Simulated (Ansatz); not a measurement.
Born–Oppenheimer molecular dynamics of a periodic cell of 12 atoms, MoS₂ (start crystal MoS2, start structure R-3m, volume 1 times the crystal's). It goes on from the last frame of an earlier run, with new velocities.

The calculation used DFT LDA, scalar-relativistic, plane waves, PAW (Ansatz 0.2.0). Settings: PAW set soft_1, cutoff 420 eV, k mesh 3x3x3, fermi-dirac smearing 0.36 eV, no spin polarisation.

| Item | Value |
| --- | --- |
| ensemble | NVT, Langevin thermostat |
| time step | 1.5 fs |
| steps asked | 309 |
| set temperature | 3360 K |
| friction | 0.02 /fs |
| temperature schedule | 232 steps to 300 K, then 77 steps to 300 K |
| seed | 985666 |

First frame:

```xyz
12
Lattice="-3.1710 -1.8308 6.1150 3.1710 -1.8308 6.1150 0.0000 3.6616 6.1150" Properties=species:S:1:pos:R:3
Mo 0.600 -0.234 -0.028
S 0.260 -0.831 14.324
S -0.452 -0.689 4.740
Mo 0.815 -1.926 6.653
S 0.160 1.791 8.079
S -0.027 -2.388 10.310
Mo -1.055 0.187 6.914
S 2.144 -1.313 8.418
S -1.549 0.344 10.809
Mo 1.995 0.508 5.904
S -1.535 -1.457 8.492
S 2.159 0.126 11.372
```

Q: What does the run give?

A: All steps were run.

| Property | Result |
| --- | --- |
| steps done | 309 |
| time covered | 463.5 fs |
| mean temperature over the second half | 997 K |
| spread of the potential energy over the second half | 78.4 meV per atom |
| mean potential energy of the second half above the start | -658.3 meV per atom |

The schedule's set-point averaged 556 K over the second half and the system 997 K, so it lags behind the ramp. A run of 0.46 ps of so small a system gives no equilibrium averages. Limits of this set-up: coarse k mesh, PAW files made for another functional.

Q: What happens to the structure?

A: Mean squared displacements from the first frame to the last, about the centre of mass: Mo 0.32 Å², S 0.40 Å². This is one draw of velocities; another would differ in detail.

Q: How do temperature and energy run in time?

A: 
| time (fs) | T (K) | potential energy less start (eV) |
| --- | --- | --- |
| 0 | 3080 | 0.000 |
| 15 | 2820 | -0.181 |
| 30 | 3565 | -2.827 |
| 45 | 4093 | -4.319 |
| 60 | 4113 | -4.004 |
| 75 | 3976 | -5.912 |
| 90 | 2966 | -5.739 |
| 105 | 2066 | -5.122 |
| 120 | 2442 | -5.046 |
| 135 | 2340 | -4.761 |
| 150 | 2489 | -4.818 |
| 165 | 1435 | -4.851 |
| 180 | 1883 | -5.148 |
| 195 | 1151 | -4.372 |
| 210 | 1561 | -5.350 |
| 225 | 1902 | -5.840 |
| 240 | 1897 | -5.957 |
| 255 | 1973 | -7.008 |
| 270 | 1703 | -7.034 |
| 285 | 1064 | -6.594 |
| 300 | 1038 | -6.898 |
| 315 | 1329 | -7.690 |
| 330 | 1235 | -7.983 |
| 345 | 805 | -7.962 |
| 360 | 664 | -8.167 |
| 375 | 801 | -8.677 |
| 390 | 599 | -8.715 |
| 405 | 514 | -8.697 |
| 420 | 463 | -8.744 |
| 435 | 512 | -8.948 |
| 450 | 550 | -9.049 |

Time of the run: 42 min on 2 threads of Arm Neoverse V1 (shared host), peak memory 0.71 GiB.
